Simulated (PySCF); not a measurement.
**(F)3Zr-NH-SiH3: geometry, NMR shifts and electronic excitations**

What NMR shifts and electronic excitations should (F)3Zr-NH-SiH3 show?

Programs: PySCF 2.14.0, with density-fitted response routines of our own. Each step states its level of theory. These are calculated values for one molecule in the gas phase, unless marked as measured. Atoms count from 0, in the outputs and in this text.

## Step 1: The starting structure

10 atoms, charge 0, multiplicity 1; geometry from: GFN2-xTB. The atoms were then displaced at random by about 0.03 Å, so the start is not that level's minimum.

Bonds of the start (Å): Zr0–F1 1.91, Zr0–F2 1.86, Zr0–F3 1.95, Zr0–N4 1.93, N4–Si5 1.71, N4–H6 1.01, Si5–H7 1.45, Si5–H8 1.56, Si5–H9 1.49.

## Step 2: Optimising the geometry at PBE0-D3(BJ)/def2-SVP

What the job is given:

```
{"job": {"xc": "PBE0", "basis": "def2-SVP", "d3": "d3bj", "grid": 1, "maxiter": 40, "shake": 0.03, "kind": "geom"}, "charge": 0, "multiplicity": 1}
Zr    -0.514710     1.329650    -0.139020
F     -2.041660     0.710010    -1.103690
F     -1.041970     1.567320     1.631750
F      0.198870     2.945070    -0.966400
N      0.894890     0.051480    -0.472450
Si     0.418900    -1.345900     0.394510
H      1.219030    -0.058930    -1.418050
H     -0.887530    -1.874430     0.038450
H      0.496880    -0.951630     1.898400
H      1.381960    -2.449380     0.140920
```

On the command line:

```
$ OMP_NUM_THREADS=1 python probes_run.py task.json out
```

One launch serves the whole session: the jobs run in the order shown.

Log:

```text
step   0  E = -692.66849796  max force = 0.072882
step   1  E = -692.68607080  max force = 0.020417
step   2  E = -692.68987521  max force = 0.013657
step   3  E = -692.69303801  max force = 0.010944
step   4  E = -692.69434799  max force = 0.011155
step   5  E = -692.69549801  max force = 0.005010
step   6  E = -692.69599227  max force = 0.003800
step   7  E = -692.69617515  max force = 0.003431
step   8  E = -692.69655240  max force = 0.002554
step   9  E = -692.69668737  max force = 0.001605
step  10  E = -692.69678278  max force = 0.000809
step  11  E = -692.69682563  max force = 0.000934
step  12  E = -692.69686628  max force = 0.000938
step  13  E = -692.69691082  max force = 0.001015
step  14  E = -692.69700746  max force = 0.001600
step  15  E = -692.69723644  max force = 0.002308
step  16  E = -692.69760219  max force = 0.003213
step  17  E = -692.69785412  max force = 0.002609
step  18  E = -692.69835469  max force = 0.001858
step  19  E = -692.69849939  max force = 0.001089
step  20  E = -692.69862279  max force = 0.003012
step  21  E = -692.69862916  max force = 0.001519
step  22  E = -692.69875169  max force = 0.000644
step  23  E = -692.69877659  max force = 0.000384
step  24  E = -692.69878592  max force = 0.000209
optimisation converged
```

Wall time 9.5 min (1 thread of Intel Xeon at 2.50GHz, shared host); peak memory 0.5 GiB.

Relaxation path:

| step | energy from step 0 (eV) | largest force component (eV/Å) |
| --- | --- | --- |
| 0 | 0.0000 | 3.7477 |
| 1 | -0.4782 | 1.0499 |
| 2 | -0.5817 | 0.7023 |
| 3 | -0.6678 | 0.5628 |
| 4 | -0.7034 | 0.5736 |
| 5 | -0.7347 | 0.2576 |
| 6 | -0.7482 | 0.1954 |
| 7 | -0.7531 | 0.1764 |
| 8 | -0.7634 | 0.1313 |
| 9 | -0.7671 | 0.0825 |
| 10 | -0.7697 | 0.0416 |
| 11 | -0.7708 | 0.0480 |
| 12 | -0.7719 | 0.0482 |
| 13 | -0.7732 | 0.0522 |
| 14 | -0.7758 | 0.0823 |
| 15 | -0.7820 | 0.1187 |
| 16 | -0.7920 | 0.1652 |
| 17 | -0.7988 | 0.1342 |
| 18 | -0.8124 | 0.0955 |
| 19 | -0.8164 | 0.0560 |
| 20 | -0.8197 | 0.1549 |
| 21 | -0.8199 | 0.0781 |
| 22 | -0.8232 | 0.0331 |
| 23 | -0.8239 | 0.0197 |
| 24 | -0.8242 | 0.0107 |

Distances of close pairs at the start and the end, largest changes first:

| bond | before (Å) | after (Å) | change (Å) |
| --- | --- | --- | --- |
| Zr0–Si5 | 2.884 | 3.419 | +0.535 |
| Zr0–N4 | 1.932 | 2.026 | +0.094 |
| Zr0–H6 | 2.563 | 2.656 | +0.093 |
| Si5–H8 | 1.557 | 1.493 | -0.064 |
| Zr0–F3 | 1.950 | 1.905 | -0.046 |
| N4–Si5 | 1.712 | 1.754 | +0.042 |
| Si5–H7 | 1.454 | 1.495 | +0.041 |
| Zr0–F2 | 1.863 | 1.904 | +0.041 |

The end geometry stands in the next job.

| at the end point | value |
| --- | --- |
| point group (found at 0.08 Å tolerance) | C1 |
| rotational constants (GHz, main isotopes) | 2.632, 1.024, 1.006 |
| dipole moment (D) | 2.01 |

## Step 3: Shielding tensors: PBE0/def2-TZVP+pcSseg-1

What the job is given:

```
{"job": {"kind": "nmr", "xc": "PBE0", "basis": {"default": "pcSseg-1", "Zr": "def2-TZVP"}}, "charge": 0, "multiplicity": 1}
Zr    -0.604886     1.459066    -0.642450
F     -2.174561     1.118458    -1.668985
F     -1.094126     2.037767     1.103726
F      0.465166     2.694366    -1.620659
N      0.467540    -0.251039    -0.469882
Si     0.500733    -1.415665     0.841427
H      1.084241    -0.499275    -1.247039
H      0.091044    -2.779390     0.386133
H     -0.468931    -0.919940     1.862478
H      1.858441    -1.521088     1.459671
```

Method: GIAO PBE0/pcSseg-1 Zr:def2-TZVP NMR shielding, scalar relativity only through core potentials, gas phase.

Log:

```text
coarse grid: 45528 points
cycle   1  E = -692.5711127296  dE = -5.233e+00  |g| = 1.306e+00  |ddm| = 4.897e+00
cycle   2  E = -692.6688204902  dE = -9.771e-02  |g| = 1.292e+00  |ddm| = 2.456e+00
cycle   3  E = -693.0268912181  dE = -3.581e-01  |g| = 2.032e-01  |ddm| = 1.264e+00
cycle   4  E = -693.0284140975  dE = -1.523e-03  |g| = 2.161e-01  |ddm| = 2.848e-01
cycle   5  E = -693.0363883993  dE = -7.974e-03  |g| = 2.214e-02  |ddm| = 1.192e-01
cycle   6  E = -693.0364608430  dE = -7.244e-05  |g| = 9.489e-03  |ddm| = 2.082e-02
cycle   7  E = -693.0364790993  dE = -1.826e-05  |g| = 3.822e-03  |ddm| = 8.410e-03
cycle   8  E = -693.0364820280  dE = -2.929e-06  |g| = 4.320e-04  |ddm| = 2.616e-03
final grid: 93624 points
cycle   9  E = -693.0363658536  dE = -5.882e-07  |g| = 4.425e-04  |ddm| = 1.448e-03
cycle  10  E = -693.0363658279  dE =  2.571e-08  |g| = 5.974e-04  |ddm| = 7.356e-04
cycle  11  E = -693.0363658927  dE = -6.481e-08  |g| = 1.280e-04  |ddm| = 3.999e-04
cycle  12  E = -693.0363658955  dE = -2.831e-09  |g| = 1.902e-05  |ddm| = 8.750e-05
cycle  13  E = -693.0363658956  dE = -5.934e-11  |g| = 7.990e-06  |ddm| = 1.421e-05
converged SCF energy = -693.0363658956

GIAO shielding tensors (ppm)
atom      isotropic    diamagn.    paramagn.     s11        s22        s33       span
  0 Zr         nan         nan         nan        nan        nan        nan        nan
  1 F       28.663     473.317    -444.654   -180.399   -104.036    370.426    550.825
  2 F       -5.189     473.052    -478.241   -211.311   -176.083    371.825    583.135
  3 F        9.897     473.232    -463.334   -182.797   -170.633    383.121    565.917
  4 N      115.171     323.835    -208.663    -76.493    160.543    261.464    337.957
  5 Si     405.891     878.064    -472.173    359.245    388.991    469.438    110.193
  6 H       27.045      30.712      -3.667     24.726     25.655     30.753      6.026
  7 H       26.529      27.752      -1.222     23.331     24.898     31.359      8.028
  8 H       26.153      28.807      -2.654     23.708     25.572     29.180      5.472
  9 H       26.480      27.723      -1.243     23.253     24.851     31.336      8.083
```

It took 60 s on 1 thread of Intel Xeon at 2.50GHz, shared host; peak memory 0.85 GiB.

The references, computed at this level on geometries of the same kind, shield at (ppm): ¹H TMS 31.27, ²⁹Si TMS 352.0, ¹⁹F CFCl3 177.2, ¹⁵N NH3 265.7. Their shielding less the atom's gives the shift. The references are single molecules in the gas phase, so shifts against H2O, NH3, PH3, H3PO4 or CFCl3 are not on the usual liquid scales and can be off by tens of ppm. Atoms listed in one row are averaged.

| atoms | environment | σ (ppm) | δ (ppm) |
| --- | --- | --- | --- |
| H7, H8, H9 | hydrogen on a silicon bonded to N | 26.39 | 4.88 |
| H6 | hydrogen on a nitrogen bonded to Si, Zr | 27.04 | 4.22 |
| F1, F2, F3 | fluorine bonded to Zr | 11.1 | 166.1 |
| N4 | nitrogen bonded to Si, Zr, H | 115.2 | 150.5 |
| Si5 | silicon bonded to N, 3 H | 405.9 | -53.9 |

Atoms past Kr carry core potentials, so their printed shieldings have no meaning and are left out of the table.

Charges from the same density, by scheme (e):

| atoms | Mulliken | ESP fit |
| --- | --- | --- |
| Zr0 | 1.64 | 1.72 |
| F1, F2, F3 | -0.44 | -0.45 |
| N4 | -0.89 | -1.04 |
| Si5 | 0.60 | 0.60 |

Mayer bond orders: Zr0–F1 0.96, Zr0–F2 0.97, Zr0–F3 0.96, Zr0–N4 1.02, N4–Si5 0.92.

With diffuse functions Mulliken charges and Mayer bond orders lose their meaning; the other schemes are steadier.

The fields below are evaluated on a grid from the run's orbitals.

Frontier orbitals at PBE0/def2-TZVP+pcSseg-1, with the share of their density that lies nearest to each atom:

| orbital | energy (eV) | lies on |
| --- | --- | --- |
| HOMO | -8.25 | N4 58 %; H7, H9 about 12 % each; H6 6 % |
| LUMO | -1.23 | Zr0 65 %; F2, F3 about 8 % each; N4 6 % |

ELF in a plane through or near 5 of the atoms.

Values, 10 rows by 14 columns:
```
0.00 0.00 0.00 0.00 0.00 0.00 0.00 0.00 0.00 0.00 0.00 0.00 0.00 0.00
0.00 0.00 0.00 0.00 0.00 0.00 0.00 0.00 0.00 0.01 0.00 0.00 0.00 0.00
0.00 0.00 0.00 0.02 0.90 0.99 0.56 0.00 0.45 0.57 0.19 0.00 0.00 0.00
0.00 0.00 0.00 0.06 0.98 1.00 0.95 0.01 0.63 0.74 0.28 0.01 0.00 0.00
0.00 0.00 0.01 0.12 0.10 0.21 0.26 0.11 0.61 0.81 0.45 0.01 0.00 0.00
0.00 0.00 0.03 0.30 0.16 0.58 0.85 0.77 0.60 0.51 0.28 0.12 0.01 0.00
0.00 0.00 0.01 0.09 0.20 0.22 0.80 0.82 0.17 0.04 0.50 0.44 0.03 0.00
0.00 0.00 0.00 0.00 0.01 0.02 0.94 0.94 0.04 0.01 0.17 0.11 0.00 0.00
0.00 0.00 0.00 0.00 0.00 0.00 0.06 0.08 0.00 0.00 0.00 0.00 0.00 0.00
0.00 0.00 0.00 0.00 0.00 0.00 0.00 0.00 0.00 0.00 0.00 0.00 0.00 0.00
```
The map spans 10.9 Å across and 9.0 Å up, centred on the molecule. Atoms in the plane (x, y in Å): Zr0 (1.7, 0.1), N4 (-0.1, -0.7), Si5 (-1.7, 0.1), H6 (-0.2, -1.7), H8 (-1.4, 1.6).

log10 of the density (e/Å³) in the same plane.

Ten even steps from '0' (-4.0) to '9' (1.9):
```
0000000000000000000000000000
0000000000000000000000000000
0000000011111001222110000000
0000001223332223444431000000
0000012234443234555542100000
0000122345554334566543210000
0000123456665444666543210000
0001233456665444566543321000
0001234567665555677764321000
0012345579966666766764432000
0012345568867776777765432100
0012344555667986667655542100
0001233444556776544555542100
0001122333456765434454432000
0000112222345554333343321000
0000001111234443211222210000
0000000000112222100010000000
0000000000000000000000000000
0000000000000000000000000000
0000000000000000000000000000
```
The map spans 10.9 Å across and 9.0 Å up, centred on the molecule. Atoms in the plane (x, y in Å): Zr0 (1.7, 0.1), N4 (-0.1, -0.7), Si5 (-1.7, 0.1), H6 (-0.2, -1.7), H8 (-1.4, 1.6).

On the surface of density 0.002 e/bohr³ the electrostatic potential runs, from the 1st to the 99th percentile, from -1.06 V near F1 to 3.66 V near Zr0.

## Step 4: Ultraviolet spectrum: wB97X-D/def2-SVPD

Same as in step 3 but for these lines:

```diff
@@ -1,2 +1,2 @@
-{"job": {"kind": "nmr", "xc": "PBE0", "basis": {"default": "pcSseg-1", "Zr": "def2-TZVP"}}, "charge": 0, "multiplicity": 1}
+{"job": {"kind": "uv", "xc": "wB97X-D", "basis": "def2-SVPD", "ip": true, "nstates": 10}, "charge": 0, "multiplicity": 1}
 Zr    -0.604886     1.459066    -0.642450
```

Level: TDDFT wB97X-D/def2-SVPD, vertical, gas phase, core orbitals frozen in the response.

Log:

```text
coarse grid: 45528 points
cycle   1  E = -692.8707853794  dE = -6.464e+00  |g| = 1.006e+00  |ddm| = 5.031e+00
cycle   2  E = -692.9525518625  dE = -8.177e-02  |g| = 9.860e-01  |ddm| = 1.839e+00
cycle   3  E = -693.1004213155  dE = -1.479e-01  |g| = 1.869e-01  |ddm| = 6.620e-01
cycle   4  E = -693.1076876125  dE = -7.266e-03  |g| = 4.843e-02  |ddm| = 2.563e-01
cycle   5  E = -693.1083377180  dE = -6.501e-04  |g| = 5.300e-03  |ddm| = 6.920e-02
cycle   6  E = -693.1083615046  dE = -2.379e-05  |g| = 2.859e-03  |ddm| = 1.889e-02
cycle   7  E = -693.1083649432  dE = -3.439e-06  |g| = 1.548e-03  |ddm| = 6.018e-03
final grid: 93624 points
cycle   8  E = -693.1121616103  dE = -7.158e-05  |g| = 3.153e-03  |ddm| = 6.797e-02
cycle   9  E = -693.1121613554  dE =  2.549e-07  |g| = 3.633e-03  |ddm| = 6.855e-03
cycle  10  E = -693.1121638010  dE = -2.446e-06  |g| = 3.893e-04  |ddm| = 2.785e-03
cycle  11  E = -693.1121638386  dE = -3.762e-08  |g| = 1.312e-04  |ddm| = 8.475e-04
cycle  12  E = -693.1121638426  dE = -3.981e-09  |g| = 6.705e-05  |ddm| = 2.004e-04
cycle  13  E = -693.1121638437  dE = -1.108e-09  |g| = 1.357e-05  |ddm| = 7.452e-05
cycle  14  E = -693.1121638439  dE = -1.273e-10  |g| = 3.705e-06  |ddm| = 3.677e-05
converged SCF energy = -693.1121638439

Static polarisability (au): isotropic 71.427, principal 63.120 64.309 86.852

Singlet excitations
state   eV       nm        f      main configurations
  1   5.6754    218.5   0.00106   H->L 0.94
  2   6.4942    190.9   0.08008   H->L+1 0.84
  3   6.5947    188.0   0.03582   H->L+2 0.83
  4   7.0310    176.3   0.00642   H->L+4 0.49, H->L+3 0.28, H->L+7 0.15
  5   7.0983    174.7   0.00441   H->L+3 0.35, H->L+6 0.25, H->L+5 0.17
  6   7.5356    164.5   0.02534   H->L+8 0.33, H->L+5 0.31, H->L+6 0.10
  7   7.6121    162.9   0.05580   H-1->L 0.61, H-3->L 0.18
  8   7.9022    156.9   0.00089   H-1->L+1 0.40, H-1->L+2 0.22, H-3->L+1 0.16
  9   8.2250    150.7   0.01091   H-1->L+2 0.44, H-1->L+1 0.23
 10   8.3102    149.2   0.00011   H->L+9 0.36, H->L+12 0.10, H->L+6 0.09

Triplet excitations (Tamm-Dancoff, eV): 5.5859 5.7541 6.4124 6.8219
Vertical ionisation energy (delta-SCF) = 10.2997 eV
```

Wall time 2.3 min (1 thread of Intel Xeon at 2.50GHz, shared host); peak memory 0.93 GiB.

The orbitals next to the gap, with their largest atomic shares:

| orbital | eV | atoms |
| --- | --- | --- |
| HOMO−3 | -12.73 | N4 43 %, Si5 23 %, H8 14 % |
| HOMO−2 | -12.44 | Si5 36 %, H9 19 %, N4 18 % |
| HOMO−1 | -11.63 | Si5 32 %, H8 23 %, N4 16 % |
| HOMO | -10.13 | N4 54 %, Si5 15 %, H9 8 % |
| LUMO | 0.55 | Zr0 67 %, N4 9 %, F2 8 % |
| LUMO+1 | 0.82 | Zr0 67 %, N4 6 %, F1 6 % |
| LUMO+2 | 0.98 | Zr0 62 %, Si5 7 %, N4 6 % |

With each of the 10 states as a Gaussian band of 0.4 eV half-width at 1/e, the curve within the window shown has maxima at 190 nm (ε 4,700), 164 nm (ε 3,400) L/(mol cm). Beyond the last state computed it falls off for lack of states. The curve at chosen wavelengths:

nm, ε (L/mol/cm) and a bar:
```
      144        184 #
      148        465 ###
      152        902 ######
      156       1786 ############
      160       2943 ###################
      164       3388 ######################
      168       2793 ##################
      172       1995 #############
      176       1862 ############
      180       2600 #################
      184       3779 #########################
      188       4617 ##############################
      192       4554 ##############################
      196       3658 ########################
      200       2441 ################
      204       1387 #########
      208        692 ####
      212        320 ##
      216        150 #
      220         80 
      224         50 
      228         34 
      232         23 
      236         14 
      240          9 
      244          5
```

Leading natural transition orbitals of singlet state 2: the hole lies on N4 67 %; H6, H9 about 7 % each; H7 6 %; the particle on Zr0 53 %; F1, F2, F3 about 9 % each; N4 8 %.

Leading natural transition orbitals of singlet state 1: the hole lies on N4 70 %; H6 8 %; the particle on Zr0 63 %; F2 8 %; N4 8 %.

Ground-state properties from the same run:

| property | computed |
| --- | --- |
| dipole moment (D) | 2.02 |
| polarisability (Å³) | 10.58 |
| HOMO–LUMO gap (eV) | 10.68 |
| −ε(HOMO) (eV) | 10.13 |

## Step 5: NMR shieldings: wB97X-D/def2-TZVP+pcSseg-1

Same as in step 4 but for these lines:

```diff
@@ -1,2 +1,2 @@
-{"job": {"kind": "uv", "xc": "wB97X-D", "basis": "def2-SVPD", "ip": true, "nstates": 10}, "charge": 0, "multiplicity": 1}
+{"job": {"kind": "nmr", "xc": "wB97X-D", "basis": {"default": "pcSseg-1", "Zr": "def2-TZVP"}, "pop": false}, "charge": 0, "multiplicity": 1}
 Zr    -0.604886     1.459066    -0.642450
```

With the program's defaults for keys left out, this is: GIAO wB97X-D/pcSseg-1 Zr:def2-TZVP NMR shielding, scalar relativity only through core potentials, gas phase.

Log:

```text
coarse grid: 45528 points
cycle   1  E = -693.1702263512  dE = -5.660e+00  |g| = 1.090e+00  |ddm| = 4.778e+00
cycle   2  E = -693.2671523163  dE = -9.693e-02  |g| = 1.071e+00  |ddm| = 1.417e+00
cycle   3  E = -693.4215000903  dE = -1.543e-01  |g| = 1.989e-01  |ddm| = 5.560e-01
cycle   4  E = -693.4290917896  dE = -7.592e-03  |g| = 6.055e-02  |ddm| = 2.012e-01
cycle   5  E = -693.4299238011  dE = -8.320e-04  |g| = 6.236e-03  |ddm| = 5.606e-02
cycle   6  E = -693.4299507274  dE = -2.693e-05  |g| = 2.211e-03  |ddm| = 1.349e-02
cycle   7  E = -693.4299545839  dE = -3.857e-06  |g| = 1.128e-03  |ddm| = 5.214e-03
final grid: 93624 points
cycle   8  E = -693.4314464303  dE = -1.537e-04  |g| = 3.578e-03  |ddm| = 5.732e-02
cycle   9  E = -693.4314475671  dE = -1.137e-06  |g| = 3.059e-03  |ddm| = 5.953e-03
cycle  10  E = -693.4314488765  dE = -1.309e-06  |g| = 9.195e-04  |ddm| = 1.612e-03
cycle  11  E = -693.4314490262  dE = -1.498e-07  |g| = 1.630e-04  |ddm| = 1.019e-03
cycle  12  E = -693.4314490332  dE = -6.995e-09  |g| = 7.390e-05  |ddm| = 1.832e-04
cycle  13  E = -693.4314490345  dE = -1.284e-09  |g| = 2.766e-05  |ddm| = 6.507e-05
cycle  14  E = -693.4314490348  dE = -2.863e-10  |g| = 5.425e-06  |ddm| = 4.215e-05
converged SCF energy = -693.4314490348

GIAO shielding tensors (ppm)
atom      isotropic    diamagn.    paramagn.     s11        s22        s33       span
  0 Zr         nan         nan         nan        nan        nan        nan        nan
  1 F       44.065     473.903    -429.838   -160.821    -85.286    378.302    539.124
  2 F       10.076     473.637    -463.560   -192.554   -157.865    380.647    573.201
  3 F       25.021     473.814    -448.793   -162.487   -153.010    390.560    553.047
  4 N      120.771     324.477    -203.706    -65.690    164.596    263.407    329.097
  5 Si     406.673     877.818    -471.145    360.861    390.710    468.448    107.587
  6 H       27.260      30.796      -3.537     24.856     25.871     31.052      6.195
  7 H       26.747      27.880      -1.132     23.566     25.107     31.569      8.003
  8 H       26.334      28.979      -2.645     23.843     25.775     29.384      5.541
  9 H       26.700      27.851      -1.151     23.488     25.066     31.546      8.059
```

It took 51 s on 1 thread of Intel Xeon at 2.50GHz, shared host; peak memory 0.89 GiB.

In short: δ F1 160.8, N4 143.2, Si5 -53.7, H7 4.79, H6 4.12 ppm (means over like atoms).

## Step 6: Side by side: NMR shifts

Shifts (ppm), means over like atoms, with basis size and wall time:

| run | H7 | H6 | F1 | N4 | Si5 | functions | time |
| --- | --- | --- | --- | --- | --- | --- | --- |
| PBE0/def2-TZVP+pcSseg-1 | 4.88 | 4.22 | 166.1 | 150.5 | -53.9 | 152 | 60 s |
| wB97X-D/def2-TZVP+pcSseg-1 | 4.79 | 4.12 | 160.8 | 143.2 | -53.7 | 152 | 51 s |

## Step 7: Results

```
                                                                           quantity                        value
                                                                        point group                           C1
                                               rotational constants (main isotopes)         2.63, 1.02, 1.01 GHz
   ¹H shifts against TMS (PBE0/def2-TZVP+pcSseg-1, means over atoms taken as alike)               4.88, 4.22 ppm
¹⁹F shifts against CFCl3 (PBE0/def2-TZVP+pcSseg-1, means over atoms taken as alike)                    166.1 ppm
                                   ¹⁵N shifts against NH3 (PBE0/def2-TZVP+pcSseg-1)                    150.5 ppm
                                  ²⁹Si shifts against TMS (PBE0/def2-TZVP+pcSseg-1)                    -53.9 ppm
                                              surface potential, 1st and 99th percentile           -1.06 V and 3.66 V
                                                 lowest singlet (wB97X-D/def2-SVPD)  5.68 eV (218 nm), f = 0.001
                                           brightest single state of those computed  state 2, 6.49 eV, f = 0.080
                                                                     lowest triplet                      5.59 eV
                                                  vertical ionisation energy (ΔSCF)                     10.30 eV
                                                           range of the shift of N4           143.2 to 150.5 ppm
```

The start was shaken at random, so part of the energy gained undoes that. Over 24 steps the energy fell by 0.824 eV; of the close pairs, Zr0–Si5 changed most, 2.884 to 3.419 Å. At PBE0/def2-TZVP+pcSseg-1: The widest tensor belongs to F1, F2, F3: span 567 ppm, with a paramagnetic part of -462 ppm. At PBE0/def2-TZVP+pcSseg-1, counted by nearest atom on the grid, the HOMO lies on N4 58 %; H7, H9 about 12 % each, the LUMO on Zr0 65 %; F2, F3 about 8 % each. The lowest singlet, at 5.68 eV, is HOMO→LUMO 0.94 and is weak; of the 10 states computed, the strongest absorption comes from state 2 at 6.49 eV. The lowest triplet lies 0.09 eV below the lowest singlet (triplets in Tamm-Dancoff, singlets in full TDDFT). The orbital energy would give 10.13 eV for ionisation, ΔSCF gives 10.30 eV. In ppm, N4 moves most: its shift spreads over 7.3 ppm, from 143.2 (wB97X-D/def2-TZVP+pcSseg-1) to 150.5 (PBE0/def2-TZVP+pcSseg-1). Spin-orbit coupling is left out, which matters for shieldings and couplings at and beside the heavy atoms.
